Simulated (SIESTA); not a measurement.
Ti3O4:

```
CELL_PARAMETERS angstrom
2.92024 -4.07158 0.00000
2.92024 4.07158 0.00000
0.00000 0.00000 3.01417
ATOMIC_POSITIONS crystal
Ti 0.00000 0.50000 0.00000
Ti 0.50000 0.00000 0.00000
Ti 0.00000 0.00000 0.50000
O 0.74287 0.25713 0.50000
O 0.23500 0.23500 0.00000
O 0.25713 0.74287 0.50000
O 0.76500 0.76500 0.00000
```

The cell comes from a database or a generator and needn't be the stable form of this composition.

```yaml
Program: SIESTA 5.4.2
Task: single point
Functional: PBEsol
Potentials_or_basis: PseudoDojo 0.4 standard (PBEsol files)
Basis: DZP (energy shift 0.003 Ry; two zetas on semicore shells)
Grid_cutoff: 800 Ry
Energy_shift: 0.003 Ry
k_mesh: 6 × 6 × 9
Occupations: fermi-dirac, width 0.05 eV
Spin: no spin polarisation
```

On this cell: pressure -2.5 GPa; largest force 0.102 eV/Å; band gap on the k mesh none (metal or under the smearing width).

The same run follows on a disturbed copy (atoms moved at random, drawn with an rms of 0.05 Å):

```xyz
7
Lattice="2.9202 -4.0716 0.0000 2.9202 4.0716 0.0000 0.0000 0.0000 3.0142" Properties=species:S:1:pos:R:3 pbc="T T T"
Ti    1.4816    2.0708    0.0071
Ti    1.4047   -1.9884   -0.0311
Ti    0.0250    0.0203    1.5121
O     2.8887   -1.9713    1.5033
O     1.3351   -0.0283    0.0032
O     2.9401    1.9917    1.5185
O     4.4081    0.0437   -0.0118
```

**Question.** What does the disturbed cell give?

**Answer.** The energy (extrapolated to zero smearing) moves by +16.1 meV/atom; pressure -2.0 GPa; largest force 1.372 eV/Å; band gap on the k mesh none (metal or under the smearing width).

Forces on the atoms (eV/Å):
```
Ti  -0.192  0.191  0.003
Ti   0.280 -0.837  0.354
Ti  -1.107 -0.284 -0.071
O    0.255  0.027 -0.020
O    0.634  1.216 -0.014
O   -0.548 -0.155 -0.327
O    0.678 -0.162  0.078
```

Stress tensor (GPa, compression positive):
```
-1.89 -0.33  0.10
-0.33 -1.40  0.01
 0.10  0.01 -2.74
```

Caveats: the basis of atomic orbitals isn't converged, which shifts pressures, moduli and gaps; semilocal functionals often make such compounds metallic where correlation or magnetic order opens a gap, which also shifts bond lengths.
